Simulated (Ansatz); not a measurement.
# Li3Au: the cost of one run

Computed with Ansatz 0.2.0 (DFT PBEsol, scalar-relativistic, plane waves, PAW, unless a step's input says otherwise).

## (1) Starting point

Symmetry: Fm-3m, No. 225, cubic system. Conventional cell: a = 6.302 Å, b = 6.302 Å, c = 6.302 Å, α = 90.00°, β = 90.00°, γ = 90.00°. Around Li (site symmetry -43m) lie 4 Li at 2.73 Å and 4 Au at 2.73 Å. Li (site symmetry m-3m) has 8 Li at 2.73 Å as nearest neighbours. Au (site symmetry m-3m) is surrounded by 8 Li at 2.73 Å.

Coordinates:

```cif
data_structure
_symmetry_space_group_name_H-M 'P 1'
_symmetry_Int_Tables_number 1
_cell_length_a 4.4562
_cell_length_b 4.4562
_cell_length_c 4.4562
_cell_angle_alpha 60.000
_cell_angle_beta 60.000
_cell_angle_gamma 60.000
_cell_volume 62.57
loop_
_atom_site_label
_atom_site_type_symbol
_atom_site_fract_x
_atom_site_fract_y
_atom_site_fract_z
_atom_site_occupancy
Li1 Li 0.25000 0.25000 0.25000 1
Li2 Li 0.75000 0.75000 0.75000 1
Li3 Li 0.50000 0.50000 0.50000 1
Au1 Au 0.00000 0.00000 0.00000 1
```

Source of the structure: the Crystallography Open Database.

(A quick probe on a coarse mesh, which set the mesh and smearing, is not shown.)

## (3) Full relaxation

File input.yaml:

```yaml
crystal:
  lattice:
    - [0.0, 3.1509999345, 3.1509999345]
    - [3.1509999345, 0.0, 3.1509999345]
    - [3.1509999345, 3.1509999345, 0.0]
  atoms:
    - { symbol: Li, position: [0.25, 0.25, 0.25] }
    - { symbol: Li, position: [0.75, 0.75, 0.75] }
    - { symbol: Li, position: [0.5, 0.5, 0.5] }
    - { symbol: Au, position: [0.0, 0.0, 0.0] }
basis:
  ecutwfc: 420
kpoints:
  mp_grid: { grid: [12, 12, 12] }
hamiltonian:
  xc: pbesol
scf:
  occupations: { method: gaussian, width: 0.1 }
output:
  forces: true
  stress: true
  eigenvalues: true
relax:
  adjacent_minimum: "off"
  f_tol: 0.005
  max_steps: 80
  cell: { stress_tol: 0.05 }
```

The run is started by

```sh
$ ansatz run input.yaml --threads 2 --pin off --max-ram 5632MiB --backend cpu --events-out ev --progress --plain --runs-dir out
```

**Question.** How long does this run take on 2 threads of Arm Neoverse V1, shared host, and how much memory does it need?

About 10 s, with a peak of 0.38 GiB.
